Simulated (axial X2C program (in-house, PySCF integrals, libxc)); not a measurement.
# NiC⁻: bond curves with and without spin–orbit coupling

What are the state, bond length, wavenumber and bond energy of NiC⁻, and what does spin–orbit coupling change?

Computed with an in-house X2C program for linear molecules on PySCF integrals. Level: all-electron X2C, Ni dyall-acv3z, C dyall-av3z.

All values are calculated.

## 1. Input

The input, task.json:

```json
{
 "zs": [
  28,
  6
 ],
 "q": -1,
 "bas": [
  "dyall-acv3z",
  "dyall-av3z"
 ],
 "levels": [
  "PBE0",
  "HF",
  "B97-3"
 ],
 "cc": true,
 "r0": 1.68,
 "thr": -2.0,
 "nmax": 90,
 "npts": 10,
 "nst": 2,
 "ntry": 6
}
```

Keys: zs atomic numbers; q charge; bas basis sets; levels methods (HF also brings MP2); cc coupled cluster on or off; r0 starting distance in Å; thr threshold in hartree for freezing inner shells (an s shell follows its p shell); nmax most natural virtual spinors; npts points asked for on the curve; nst determinants followed; ntry starts of the search.

On the command line:

```bash
python so2c.py task.json out
```

Spin-free means the one-electron spin-free X2C Hamiltonian; two-component (2c) means X2C with spin–orbit coupling and atomic mean-field two-electron Coulomb and Gaunt terms. Basis: Ni dyall-acv3z contracted to [10s10p7d4f2g], C dyall-av3z contracted to [8s7p3d2f]; Gaussian nuclei, density fitting. Masses: Ni 57.935 u, C 12.000 u.

Notation: σ, π±, δ± give the projection m of an orbital's angular momentum (0, ±1, ±2), α and β its spin, Λ and M_S the sums; ω is the projection of a spinor's total angular momentum and Ω the sum. Logs are in hartree.

The results follow Hamiltonian by Hamiltonian and level by level.

## 2. Which state to follow

Determinants are compared with PBE0 at 1.680 Å.

Spin-free determinants:

```tsv
ΔE (eV)	state	open shells
0.00	M_S = 1/2, Λ = 1	beyond closed shells: π+α
0.44	M_S = 3/2, Λ = 0	beyond closed shells: σα, π+α, π-α
0.63	M_S = 1/2, Λ = 0	beyond closed shells: σα
0.90	M_S = 3/2, Λ = 1	beyond closed shells: 2 × σα, π+α
1.19	M_S = 1/2, Λ = 0	beyond closed shells: σα, π+β, π-α
1.19	M_S = 1/2, Λ = 2	beyond closed shells: σα, π+α, π+β
```

Two-component determinants:

```
ΔE (eV)    state                                      open shells
   0.00  Ω = 1/2                    excess of +ω over −ω: ω = 1/2
   0.07  Ω = 3/2                    excess of +ω over −ω: ω = 3/2
   0.70  Ω = 1/2      excess of +ω over −ω: 2 × ω = -1/2, ω = 3/2
   0.97  Ω = 5/2       excess of +ω over −ω: 2 × ω = 1/2, ω = 3/2
   1.10  Ω = 5/2                    excess of +ω over −ω: ω = 5/2
   1.13  Ω = 9/2  excess of +ω over −ω: ω = 1/2, ω = 3/2, ω = 5/2
   1.26  Ω = 1/2                    excess of +ω over −ω: ω = 1/2
```

## 3. PBE0, spin-free

State followed: M_S = 1/2, Λ = 1 (beyond closed shells: π+α). The scan is laid around 1.684 Å, a first estimate of the minimum, and this SCF restarts from the orbitals of the search.

The SCF at the reference distance of 1.684 Å:

```text
spin-free X2C-1e  PBE0
basis functions 179  fitting functions 949  grid points 5074
iter        total energy     max residual
   1      -1558.119631148     1.29e+00
   2      -1558.349701595     8.88e-03
   3      -1558.349962498     1.07e-02
   4      -1558.350235943     6.85e-03
   5      -1558.350295823     5.40e-03
   6      -1558.350403211     2.12e-04
   7      -1558.350403819     1.04e-04
   8      -1558.350404161     4.12e-05
   9      -1558.350404308     3.73e-05
  10      -1558.350404369     1.59e-05
  11      -1558.350404381     6.87e-06
  12      -1558.350404386     6.11e-06
converged
one-electron -2275.56381741  Coulomb 733.47506125  exact exchange -16.85290146  xc functional -52.20077255  nuclear repulsion 52.79202579
```

Along the bond, energies from the lowest point:

```csv
R (Å),E (eV),μ (D),HOMO (eV),LUMO (eV),iterations
1.532,0.1592,-1.27,0.47,1.93,58
1.583,0.0609,-1.48,0.41,1.91,56
1.633,0.0123,-1.68,0.36,1.91,55
1.684,0.0000,-1.86,0.31,1.90,12
1.743,0.0220,-2.03,0.25,1.90,52
1.802,0.0742,-2.19,0.20,1.90,50
1.878,0.1730,-2.36,0.13,1.90,52
1.970,0.3242,-2.57,0.05,1.90,49
```

Dipoles are positive if C is the positive end and refer to the centre of mass.

Outer orbitals at the reference distance:

```csv
symmetry,occupied,ε (eV),atomic character
σα,yes,-10.67,"62% C s, 14% Ni d, 12% Ni p"
σβ,yes,-8.36,"55% C s, 21% Ni d, 11% Ni p"
π+β,yes,-2.98,"92% Ni d, 7% C p"
π-β,yes,-2.98,"92% Ni d, 7% C p"
π+α,yes,-2.93,"68% Ni d, 30% C p"
σα,yes,-2.79,"54% Ni d, 35% C p, 8% C s"
σβ,yes,-2.48,"67% Ni d, 13% C p, 13% C s"
δ-β,yes,-1.75,99% Ni d
δ+β,yes,-1.75,99% Ni d
π-α,yes,-1.69,"59% C p, 34% Ni d, 6% Ni p"
δ+α,yes,-1.36,99% Ni d
δ-α,yes,-1.19,99% Ni d
σα,yes,-0.30,"39% C p, 32% Ni s, 21% Ni d"
σβ,yes,0.20,"40% Ni s, 35% C p, 16% Ni p"
π+α,yes,0.31,"50% C p, 32% Ni d, 16% Ni p"
σβ,no,1.90,"90% Ni p, 6% Ni s, 2% C p"
σα,no,1.98,"95% Ni p, 4% Ni s"
π+β,no,2.04,99% Ni p
π-β,no,2.04,99% Ni p
```

PBE0 fields in the half plane through the axis: z from -2.4 to 3.9 Å across, distance from the axis 0.15 to 2.25 Å upwards; Ni lies at z = 0 and C at z = 1.684 Å; the ELF is damped to zero where the density is low.

log10 density (e/bohr³). Ten even steps from '0' (-4.19 ) to '9' (1.37 ):
```
1111222222222111111000
1112222232222222211100
1122233333333333222110
1222333444444443332211
2223344454444444433221
2223345565555555443321
2233446787656666544321
2233456898666786554322
```

ELF. Ten even steps from '0' (0.00 ) to '9' (0.93 ):
```
0134555432210000000000
2356655443221111110000
3566654433222334432100
5666443332234566654210
6764322222246788876420
6653111232148899998631
6642102686258559998742
6631015857457285999752
```

Re = 1.678 Å, ωe = 563 cm⁻¹, Be = 0.6021 cm⁻¹, De = 2.92 eV, μ = -1.84 D. ⟨S²⟩ = 1.33 against 0.75 for a pure state, so this determinant mixes spins.

## 4. HF, spin-free

The SCF at the reference distance of 1.684 Å:

```text
spin-free X2C-1e  HF
basis functions 179  fitting functions 949  grid points 5074
iter        total energy     max residual
   1      -1556.708336221     2.40e-01
   2      -1556.769673396     5.23e-02
   3      -1556.779455451     2.32e-01
   4      -1556.812957368     5.42e-02
   5      -1556.821016990     7.79e-03
   6      -1556.824134180     3.03e-02
   7      -1556.825946488     7.62e-03
   8      -1556.826261512     2.23e-03
   9      -1556.826441553     2.55e-03
  10      -1556.826463751     1.40e-03
  11      -1556.826474290     1.57e-04
  12      -1556.826475498     1.82e-04
  13      -1556.826476006     1.14e-04
  14      -1556.826476117     3.45e-05
  15      -1556.826476156     1.50e-05
  16      -1556.826476163     1.25e-05
  17      -1556.826476165     3.60e-06
  18      -1556.826476165     2.42e-06
converged
one-electron -2275.84491387  Coulomb 734.02861696  exact exchange -67.80220505  xc functional 0.00000000  nuclear repulsion 52.79202579
```

No constants are quoted: the lowest point is the long end of the scan.

## 5. B97-3, spin-free

The SCF at the reference distance of 1.684 Å:

```text
spin-free X2C-1e  B97-3
basis functions 179  fitting functions 949  grid points 5074
iter        total energy     max residual
   1      -1558.459056773     2.44e-02
   2      -1558.459764251     5.98e-03
   3      -1558.459970709     5.19e-03
   4      -1558.460054939     4.28e-03
   5      -1558.460078809     1.70e-03
   6      -1558.460097470     4.46e-04
   7      -1558.460100082     2.12e-04
   8      -1558.460102748     2.76e-04
   9      -1558.460103458     6.27e-05
  10      -1558.460103591     1.32e-05
  11      -1558.460103620     1.72e-05
  12      -1558.460103624     3.20e-06
converged
one-electron -2275.65959322  Coulomb 733.58086690  exact exchange -18.15539217  xc functional -51.01801093  nuclear repulsion 52.79202579
```

Re = 1.702 Å, ωe = 518 cm⁻¹, Be = 0.5856 cm⁻¹, De = 2.88 eV, μ = -1.89 D. ⟨S²⟩ = 1.36 against 0.75 for a pure state, so this determinant mixes spins.

## 6. Correlated methods, spin-free

Correlated methods: 15 electrons correlated (frozen shells, counted by type: Ni 3 s, 2 p; C 1 s), 283 virtual spinors in MP2.

Output of the correlated part at 1.684 Å:

```text
correlated 15  virtual 283  natural virtual 90  E(MP2) -0.581420331  MP2 remainder -0.053474832
iter   CCSD correlation   residual
   1     -0.450274392   2.86e-01
   2     -0.484110307   1.92e-01
   3     -0.494387249   7.14e-02
   4     -0.498946487   5.13e-02
   5     -0.502708876   3.48e-02
   6     -0.505613465   2.45e-02
   7     -0.507020105   1.68e-02
   8     -0.507910139   1.04e-02
   9     -0.508713858   6.34e-03
  10     -0.508577253   3.78e-03
  11     -0.508965057   2.33e-03
  12     -0.508963830   1.23e-03
  13     -0.508969818   7.09e-04
  14     -0.508966477   4.42e-04
  15     -0.508946197   2.63e-04
  16     -0.508933182   1.80e-04
  17     -0.508925268   1.20e-04
  18     -0.508917575   6.98e-05
  19     -0.508915134   4.15e-05
  20     -0.508913782   2.35e-05
  21     -0.508913214   1.17e-05
  22     -0.508913285   7.31e-06
  23     -0.508913334   4.31e-06
  24     -0.508913305   2.47e-06
  25     -0.508913402   1.29e-06
  26     -0.508913374   8.79e-07
  27     -0.508913398   6.25e-07
  28     -0.508913409   4.07e-07
(T) -0.031774988  T1 0.1091  D1 0.2641  max T2 0.074
```

T1 in the output is the amplitude norm over the root of the electron number; divide by √2 for the Lee–Taylor value.

Coupled cluster ran at too few distances for a curve.

MP2: No constants are quoted: the reference changes its character somewhere along the scan, so the fit is set aside.

## 7. A higher determinant, spin-free

State: M_S = 3/2, Λ = 0 (beyond closed shells: σα, π+α, π-α).

Output at the reference distance:

```text
spin-free X2C-1e  PBE0
basis functions 179  fitting functions 949  grid points 5074
iter        total energy     max residual
   1      -1558.118754114     1.31e+00
   2      -1558.333645473     9.48e-03
   3      -1558.333973699     1.05e-02
   4      -1558.334131913     6.56e-03
   5      -1558.334210334     4.94e-03
   6      -1558.334257667     1.52e-04
   7      -1558.334258554     1.08e-04
   8      -1558.334259423     7.51e-05
   9      -1558.334261246     4.78e-05
  10      -1558.334261362     2.68e-05
  11      -1558.334261435     1.63e-05
  12      -1558.334261449     4.06e-06
  13      -1558.334261450     1.78e-06
converged
one-electron -2275.92963237  Coulomb 733.89006815  exact exchange -16.85930715  xc functional -52.22741587  nuclear repulsion 52.79202579
```

```csv
R (Å),E above the lowest PBE0 point (eV)
1.532,0.462
1.583,0.396
1.633,0.404
1.684,0.439
1.743,0.481
1.802,0.536
1.878,0.630
1.970,0.768
```

No constants are quoted: the points don't follow one smooth fit.

## 8. The spin-free curves together

Energy (eV) of the followed determinant, spin-free, from each level's lowest point:

```csv
R (Å),PBE0,HF (jumps),MP2 (its reference jumps),B97-3
1.532,0.159,2.068,0.480,0.174
1.583,0.061,1.602,0.262,0.076
1.633,0.012,1.235,0.106,0.023
1.684,0.000,0.951,0.000,0.000
1.743,0.022,0.597,1.830,0.007
1.802,0.074,0.350,1.848,0.043
1.878,0.173,0.138,1.870,0.121
1.970,0.324,0.000,1.924,0.248
```

## 9. PBE0, 2c

State followed: Ω = 1/2 (excess of +ω over −ω: ω = 1/2). The scan is laid around 1.684 Å, a first estimate of the minimum, and this SCF restarts from the orbitals of the search.

Output at 1.684 Å:

```text
two-component X2C + atomic mean field  PBE0
basis functions 179  fitting functions 949  grid points 5074
iter        total energy     max residual
   1      -1557.666840043     1.31e+00
   2      -1557.921080959     8.97e-03
   3      -1557.921355361     1.06e-02
   4      -1557.921644053     6.79e-03
   5      -1557.921706366     5.25e-03
   6      -1557.921819025     1.91e-04
   7      -1557.921819610     1.05e-04
   8      -1557.921819947     3.62e-05
   9      -1557.921820068     3.36e-05
  10      -1557.921820132     1.57e-05
  11      -1557.921820142     5.71e-06
  12      -1557.921820147     4.70e-06
converged
one-electron -2274.48110978  Coulomb 733.25374107  exact exchange -16.84885382  xc functional -52.18644031  nuclear repulsion 52.79202579  atomic mean-field constant -0.45118309
```

Along the bond, energies from the lowest point:

```csv
R (Å),E (eV),μ (D),HOMO (eV),LUMO (eV),iterations
1.532,0.1688,-1.25,0.45,1.95,59
1.583,0.0663,-1.47,0.39,1.93,59
1.633,0.0144,-1.67,0.34,1.93,56
1.684,0.0000,-1.86,0.29,1.92,12
1.743,0.0204,-2.04,0.23,1.92,55
1.802,0.0716,-2.19,0.18,1.92,53
1.878,0.1696,-2.37,0.11,1.91,52
1.970,0.3203,-2.58,0.05,1.91,49
```

Dipoles are positive if C is the positive end and refer to the centre of mass.

Outer spinors at the reference distance:

```csv
ω,occupied,ε (eV),atomic character,λ mixture
-1/2,yes,-10.67,"62% C s, 14% Ni d, 12% Ni p",100% σ
1/2,yes,-8.35,"55% C s, 21% Ni d, 11% Ni p",100% σ
-1/2,yes,-3.07,"88% Ni d, 9% C p","89% π, 11% σ"
1/2,yes,-3.00,"69% Ni d, 28% C p","96% π, 4% σ"
3/2,yes,-2.96,"92% Ni d, 7% C p",100% π
-1/2,yes,-2.77,"57% Ni d, 32% C p, 7% C s","89% σ, 11% π"
1/2,yes,-2.46,"67% Ni d, 14% C p, 12% C s","96% σ, 4% π"
-3/2,yes,-1.99,"82% Ni d, 15% C p","69% δ, 31% π"
5/2,yes,-1.69,99% Ni d,100% δ
-3/2,yes,-1.56,"50% Ni d, 44% C p, 5% Ni p","70% π, 30% δ"
3/2,yes,-1.47,99% Ni d,100% δ
-5/2,yes,-1.14,99% Ni d,100% δ
-1/2,yes,-0.30,"39% C p, 32% Ni s, 21% Ni d",100% σ
1/2,yes,0.19,"37% Ni s, 36% C p, 16% Ni p","93% σ, 7% π"
1/2,yes,0.29,"48% C p, 30% Ni d, 16% Ni p","93% π, 7% σ"
1/2,no,1.92,"92% Ni p, 6% Ni s",100% σ
-1/2,no,2.00,"96% Ni p, 3% Ni s",100% σ
-1/2,no,2.04,99% Ni p,100% π
3/2,no,2.04,99% Ni p,100% π
```

PBE0 fields in the half plane through the axis: z from -2.4 to 3.9 Å across, distance from the axis 0.15 to 2.25 Å upwards; Ni lies at z = 0 and C at z = 1.684 Å; the ELF is damped to zero where the density is low.

log10 density (e/bohr³). Ten even steps from ' ' (-4.19 ) to '@' (1.37 ):
```
........::::::::::::::::::............      
......::::::::::--::::::::::::::::......    
....::::::----------------------::::::....  
..::::::------================------::::....
::::::----======++================----::::..
::::::----==++++**++++++++++++++====----::..
::::----====**##%%##**++********++====--::..
::::----==++**%%@@%%******##%%**++++==--::::
```

ELF. Ten even steps from '0' (0.00 ) to '9' (0.92 ):
```
0134555432210000000000
2356655443221112110000
3566654433222334432100
5666443332234566654210
6764322222246788876420
6753111232148899998631
7642102686258559998742
7631015857457285999752
```

Re = 1.681 Å, ωe = 567 cm⁻¹, Be = 0.5999 cm⁻¹, De = 2.95 eV, μ = -1.85 D.

## 10. HF, 2c

The SCF at the reference distance of 1.684 Å:

```text
two-component X2C + atomic mean field  HF
basis functions 179  fitting functions 949  grid points 5074
iter        total energy     max residual
   1      -1556.281941307     2.40e-01
   2      -1556.343193186     4.99e-02
   3      -1556.353452834     2.26e-01
   4      -1556.385452413     5.30e-02
   5      -1556.393357593     7.81e-03
   6      -1556.396541145     3.08e-02
   7      -1556.398253855     7.62e-03
   8      -1556.398578077     2.07e-03
   9      -1556.398767816     2.76e-03
  10      -1556.398796053     1.57e-03
  11      -1556.398816812     7.49e-04
  12      -1556.398824832     7.18e-04
  13      -1556.398839487     9.87e-04
  14      -1556.398855026     7.43e-04
  15      -1556.398875954     4.37e-04
  16      -1556.398895503     5.36e-04
  17      -1556.398911161     7.42e-04
  18      -1556.398921148     4.85e-04
  19      -1556.398927470     2.33e-04
  20      -1556.398931646     2.36e-04
  21      -1556.398934436     3.00e-04
  22      -1556.398936309     1.77e-04
  23      -1556.398937472     9.45e-05
  24      -1556.398937976     6.82e-05
  25      -1556.398938101     4.56e-05
  26      -1556.398938121     1.18e-05
  27      -1556.398938125     5.76e-06
  28      -1556.398938127     6.35e-06
  29      -1556.398938128     4.84e-06
  30      -1556.398938130     3.32e-06
  31      -1556.398938130     2.45e-06
converged
one-electron -2274.74442303  Coulomb 733.78500538  exact exchange -67.78036318  xc functional 0.00000000  nuclear repulsion 52.79202579  atomic mean-field constant -0.45118309
```

No constants are quoted: the lowest point is the long end of the scan.

## 11. B97-3, 2c

The SCF at the reference distance of 1.684 Å:

```text
two-component X2C + atomic mean field  B97-3
basis functions 179  fitting functions 949  grid points 5074
iter        total energy     max residual
   1      -1558.030596157     2.42e-02
   2      -1558.031308389     5.93e-03
   3      -1558.031513316     5.06e-03
   4      -1558.031595662     4.19e-03
   5      -1558.031618949     1.66e-03
   6      -1558.031637786     4.42e-04
   7      -1558.031640516     2.08e-04
   8      -1558.031643329     2.75e-04
   9      -1558.031644044     6.38e-05
  10      -1558.031644189     1.92e-05
  11      -1558.031644226     2.02e-05
  12      -1558.031644235     1.06e-05
converged
one-electron -2274.57473975  Coulomb 733.35738309  exact exchange -18.15106827  xc functional -51.00406200  nuclear repulsion 52.79202579  atomic mean-field constant -0.45118309
```

Re = 1.705 Å, ωe = 523 cm⁻¹, Be = 0.5834 cm⁻¹, De = 2.89 eV, μ = -1.91 D.

## 12. MP2, 2c

Correlated methods: 15 electrons correlated (frozen shells, counted by type: Ni 3 s, 2 p; C 1 s), 283 virtual spinors in MP2.

MP2: No constants are quoted: the reference changes its character somewhere along the scan, so the fit is set aside.

## 13. A higher determinant, 2c

State: Ω = 3/2 (excess of +ω over −ω: ω = 3/2).

Output at the reference distance:

```text
two-component X2C + atomic mean field  PBE0
basis functions 179  fitting functions 949  grid points 5074
iter        total energy     max residual
   1      -1557.664366299     1.31e+00
   2      -1557.918574338     8.96e-03
   3      -1557.918824302     1.08e-02
   4      -1557.919137404     6.95e-03
   5      -1557.919198871     5.46e-03
   6      -1557.919328676     2.11e-04
   7      -1557.919329296     1.10e-04
   8      -1557.919329659     4.27e-05
   9      -1557.919329799     3.93e-05
  10      -1557.919329868     1.61e-05
  11      -1557.919329879     5.89e-06
  12      -1557.919329883     5.02e-06
converged
one-electron -2274.49529070  Coulomb 733.26870946  exact exchange -16.84762607  xc functional -52.18596528  nuclear repulsion 52.79202579  atomic mean-field constant -0.45118309
```

```csv
R (Å),E above the lowest PBE0 point (eV)
1.532,0.217
1.583,0.123
1.633,0.078
1.684,0.068
1.743,0.091
1.802,0.145
1.878,0.244
1.970,0.396
```

Re = 1.675 Å, ωe = 559 cm⁻¹, Be = 0.6044 cm⁻¹, μ = -1.83 D. Te = 0.07 eV.

## 14. The 2c curves together

Energy (eV) of the followed determinant, 2c, from each level's lowest point:

```csv
R (Å),PBE0,HF (jumps),MP2 (its reference jumps),B97-3
1.532,0.169,2.079,0.480,0.186
1.583,0.066,1.614,0.262,0.083
1.633,0.014,1.249,0.105,0.025
1.684,0.000,0.967,0.000,0.000
1.743,0.020,0.607,1.906,0.005
1.802,0.072,0.358,1.914,0.040
1.878,0.170,0.142,1.930,0.117
1.970,0.320,0.000,1.979,0.244
```

The whole job took 3.5 min on 1 thread of Intel Xeon 6975P-C (Granite Rapids), shared host; peak memory 0.91 GiB.

## 15. What came out

Lowest determinant that the search found at its distance, spin-free: M_S = 1/2, Λ = 1 (beyond closed shells: π+α).

Lowest determinant that the search found at its distance, 2c: Ω = 1/2 (excess of +ω over −ω: ω = 1/2).

```
Hamiltonian  level  Re (Å)  ωe (cm⁻¹)  De (eV)
  spin-free   PBE0   1.678        563     2.92
  spin-free  B97-3   1.702        518     2.88
         2c   PBE0   1.681        567     2.95
         2c  B97-3   1.705        523     2.89
```

No constants: spin-free HF (the lowest point is the long end of the scan); spin-free MP2 (the reference changes its character somewhere along the scan, so the fit is set aside); 2c HF (the lowest point is the long end of the scan); 2c MP2 (the reference changes its character somewhere along the scan, so the fit is set aside). Spin-free ⟨S²⟩ is off its pure value at PBE0 1.33, B97-3 1.36.

Time per point (s) on 1 thread of Intel Xeon 6975P-C (Granite Rapids), shared host (2c runs); the times are rough: PBE0 1.9, B97-3 1.8.

At PBE0, going from spin-free to two-component changes Re by +3 mÅ, ωe by +0.6 %, which is small (part of it comes from the scalar share of the two-electron terms). De moves by +0.03 eV; both De rest on single-determinant atoms, which can miss part of an open shell's spin–orbit lowering. The highest occupied level is positive at the mean-field levels quoted, but negative in the Hartree–Fock runs, so self-interaction plays a part.

De refers to Ni + C-, each in the lowest determinant found, which need not be this curve's own limit. Each curve is one determinant whose occupation by symmetry is held fixed; it was picked as the lowest of a PBE0 search that is not exhaustive. De is counted from the lowest determinant-based energies of the atoms at the same level, without counterpoise correction. Density functionals use the spin component along the axis (collinear). The spin-free determinant is spin-contaminated at some levels.
